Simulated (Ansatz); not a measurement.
Task: energies of removing a hydrogen of H₄OSSi₂, SMILES [SiH3]O[Si]S, with Ansatz 0.2.0 through its Python package. Give the script and its output. Level of theory (for the species named): r2SCAN, def2-SVP basis, multiplicity 1.

```xyz
8

Si   -0.0427    1.3855   -0.3899
O     0.0188   -0.1600    0.0566
Si    0.8913   -1.1019    1.0604
S     0.2653   -3.0933    0.8685
H    -1.1719    1.5791   -1.4193
H    -0.3810    2.2775    0.7905
H     1.2294    1.8632   -0.9812
H    -0.7172   -2.8072   -0.0414
```

Script `bde_h4ossi2.py`:
```python
'''X-H bond energies of H4OSSi2 without relaxation.'''

import ansatz

config = {
    'basis_set': 'def2-SVP',
    'xc': 'r2scan',
}


def energy_of(molecule, charge=0, unpaired=0):
    calc = (
        molecule.calculation()
        .basis(gaussian=config['basis_set'])
        .functional(config['xc'])
    )
    if charge:
        calc = calc.charge(charge)
    if unpaired:
        calc = calc.spin('collinear', total=unpaired)
    return calc.run(threads=1, pin='off').report['free_energy_ev']

def without(molecule, index):
    rest = ansatz.Crystal.molecule()
    for i, site in enumerate(molecule.cartesian_sites):
        if i != index:
            rest = rest.atom(site.symbol, site.position_ang)
    return rest

geometry_ang = [
    ('Si', (-0.0427, 1.3855, -0.3899)),
    ('O', (0.0188, -0.16, 0.0566)),
    ('Si', (0.8913, -1.1019, 1.0604)),
    ('S', (0.2653, -3.0933, 0.8685)),
    ('H', (-1.1719, 1.5791, -1.4193)),
    ('H', (-0.381, 2.2775, 0.7905)),
    ('H', (1.2294, 1.8632, -0.9812)),
    ('H', (-0.7172, -2.8072, -0.0414)),
]
system = ansatz.Crystal.molecule()
for symbol, xyz in geometry_ang:
    system = system.atom(symbol, xyz)

whole = energy_of(system, 0)
hydrogen = energy_of(ansatz.Crystal.molecule().atom('H', (0, 0, 0)), 0, 1)
print(f'E(molecule) = {whole:.5f} eV, E(H) = {hydrogen:.5f} eV')
for index in [6, 7]:
    radical = energy_of(without(system, index), 0, 1)
    print(f'H{index}: homolysis {(radical + hydrogen - whole):.3f} eV')
    anion = energy_of(without(system, index), -1)
    print(f'H{index}: loss of a proton {(anion - whole):.3f} eV')
```

```console
$ python bde_h4ossi2.py
E(molecule) = -28691.13802 eV, E(H) = -13.58417 eV
H6: homolysis 4.013 eV
H6: loss of a proton 16.818 eV
H7: homolysis 3.315 eV
H7: loss of a proton 14.567 eV
```

Reading the output:
- Total energies depend on the basis set; only differences at equal settings carry meaning.
- The geometry is a force-field or estimated start, not a minimum of this method, and the basis set is short of its limit. All parts are taken at fixed geometry, without zero-point energy.
- Anions want diffuse functions, which this basis lacks.
- Run time: 37 s on 1 thread of Arm Neoverse V2, on a shared host, peak memory 0.24 GiB.
